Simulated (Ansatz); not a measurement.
# The Cu+ ion: one species, many methods

One table from this session's results is given with a row withheld; the runs are named, their logs left out.

Computed with Ansatz 0.2.0, Gaussian basis. Level: functionals in def2-TZVPP, the program's frozen cores in correlated methods.

Plan: LDA (SPW92), PBE, revPBE, BLYP, r2SCAN, B97M-V, PBE0, B3LYP, r2SCANh, r2SCAN0, HSE06, BHLYP, CAM-B3LYP, LC-ωPBE, ωB97X-V, ωB97M-V, B2PLYP, PBE-QIDH; CCSD(T)/def2-SVP; CCSD(T)/def2-TZVPP; CCSD(T)/def2-QZVPP; extrapolation to the limit; RPA on PBE.

## The atom

SMILES `[Cu+]`, 1 atom, charge 1, spin multiplicity 1.

Set-up of the first run:

Contents of in.yaml:

```yaml
crystal:
  periodic: [false, false, false]
  atoms:
    - {symbol: Cu, position_ang: [0.000000, 0.000000, 0.000000]}
basis:
  gaussian: {orbitals: def2-TZVPP}
total_charge: 1
hamiltonian: {xc: lda}
output: {orbitals: {seedname: orbitals}}
```

Steps of the session up to this table: LDA; PBE (GGA); revPBE (GGA); BLYP (GGA); r2SCAN (meta-GGA); B97M-V (meta-GGA); PBE0 (hybrid); B3LYP (hybrid); r2SCANh (hybrid); r2SCAN0 (hybrid); HSE06 (hybrid); BHLYP (hybrid); CAM-B3LYP (range-separated); LC-ωPBE (range-separated); ωB97X-V (range-separated); ωB97M-V (range-separated); B2PLYP (double hybrid); PBE-QIDH (double hybrid).

One table of the session follows, with a row left open; its other results are not shown here.

It belongs to the step «Orbital energies across the functionals». Levels are read from the orbital files that the runs wrote:

| functional | HOMO (eV) | LUMO (eV) | gap (eV) |
| --- | --- | --- | --- |
| LDA (SPW92) | -14.14 | -11.80 | 2.33 |
| PBE | -13.77 | -11.54 | 2.22 |
| revPBE | -13.63 | -11.39 | 2.24 |
| BLYP | -13.83 | -11.77 | 2.06 |
| r2SCAN | -13.77 | -10.96 | 2.81 |
| B97M-V | -13.92 | -11.22 | 2.70 |
| PBE0 | -15.98 | -10.16 | 5.81 |
| B3LYP | ? | ? | ? |
| r2SCANh | -14.67 | -10.49 | 4.18 |
| r2SCAN0 | -16.05 | -9.82 | 6.23 |
| HSE06 | -15.55 | -10.54 | 5.01 |
| BHLYP | -18.33 | -9.22 | 9.11 |
| CAM-B3LYP | -17.70 | -9.34 | 8.36 |
| LC-ωPBE | -18.73 | -7.65 | 11.08 |
| ωB97X-V | -18.53 | -7.85 | 10.68 |
| ωB97M-V | -18.63 | -8.15 | 10.48 |

Q: Estimate the row for B3LYP from the others.

Worked estimate for «HOMO (eV)». Against the share of exact exchange, BLYP (0, -13.83), BHLYP (0.5, -18.33) give a slope of -9.00 per unit share; at 0.2 the line stands at -15.63.

The run gave: HOMO (eV): -15.76; LUMO (eV): -10.81; gap (eV): 4.95. In «HOMO (eV)» the line misses by +0.13.
